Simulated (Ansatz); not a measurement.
# C2H5NOSn: the cost of one run

All numbers below are computed with Ansatz 0.2.0 (RKS PBE-D4/def2-SVP).

**1. The system as given**

Bond lengths: C1–C2 1.301 Å, C2–O3 1.412 Å, O3–Sn4 1.893 Å, C1–N5 1.476 Å, Sn4–N5 1.990 Å, C1–H6 1.106 Å, C2–H7 1.110 Å, Sn4–H8 1.745 Å, Sn4–H9 1.832 Å, N5–H10 1.015 Å. Angles (14 of 16 angles, heavy atoms first): C1–C2–O3 118.4°, C2–C1–N5 118.6°, C2–O3–Sn4 110.6°, O3–Sn4–N5 87.3°, C1–N5–Sn4 105.0°, C1–C2–H7 119.5°, O3–C2–H7 122.1°, C2–C1–H6 124.5°, N5–C1–H6 116.5°, O3–Sn4–H8 114.2°, O3–Sn4–H9 110.2°, N5–Sn4–H8 111.5°, N5–Sn4–H9 110.5°, C1–N5–H10 125.8°.

Coordinates:

```xyz
10

C     0.9182    0.8700   -0.1101
C     1.1393    0.1319    0.9388
O     0.2510   -0.9306    1.2115
Sn   -1.1200   -1.0029   -0.0920
N    -0.2864    0.6026   -0.9207
H     1.5065    1.7666   -0.3813
H     2.0344    0.3271    1.5655
H    -1.0306   -2.3878   -1.1499
H    -2.7332   -0.5722    0.6627
H    -0.5962    1.1441   -1.7215
```

**2. Relaxing end A**

Contents of input.yaml:

```yaml
crystal:
  periodic: [false, false, false]
  atoms:
    - { symbol: C, position_ang: [0.9182, 0.87, -0.1101] }
    - { symbol: C, position_ang: [1.1393, 0.1319, 0.9388] }
    - { symbol: O, position_ang: [0.251, -0.9306, 1.2115] }
    - { symbol: Sn, position_ang: [-1.12, -1.0029, -0.092] }
    - { symbol: "N", position_ang: [-0.2864, 0.6026, -0.9207] }
    - { symbol: H, position_ang: [1.5065, 1.7666, -0.3813] }
    - { symbol: H, position_ang: [2.0344, 0.3271, 1.5655] }
    - { symbol: H, position_ang: [-1.0306, -2.3878, -1.1499] }
    - { symbol: H, position_ang: [-2.7332, -0.5722, 0.6627] }
    - { symbol: H, position_ang: [-0.5962, 1.1441, -1.7215] }
basis:
  gaussian: { orbitals: def2-SVP }
hamiltonian:
  xc: pbe
  dispersion: d4
relax:
  f_tol: 0.02
  max_steps: 50
output:
  orbitals: {}
```

Run with:

```console
ansatz run input.yaml --threads 2 --pin off --max-ram 3072MiB --backend cpu --events-out ev --progress --plain --runs-dir out
```

What time and memory should one allow on 2 threads of AMD EPYC 7B13 (Zen 3), shared host?

About 47 s, with a peak of 0.17 GiB.
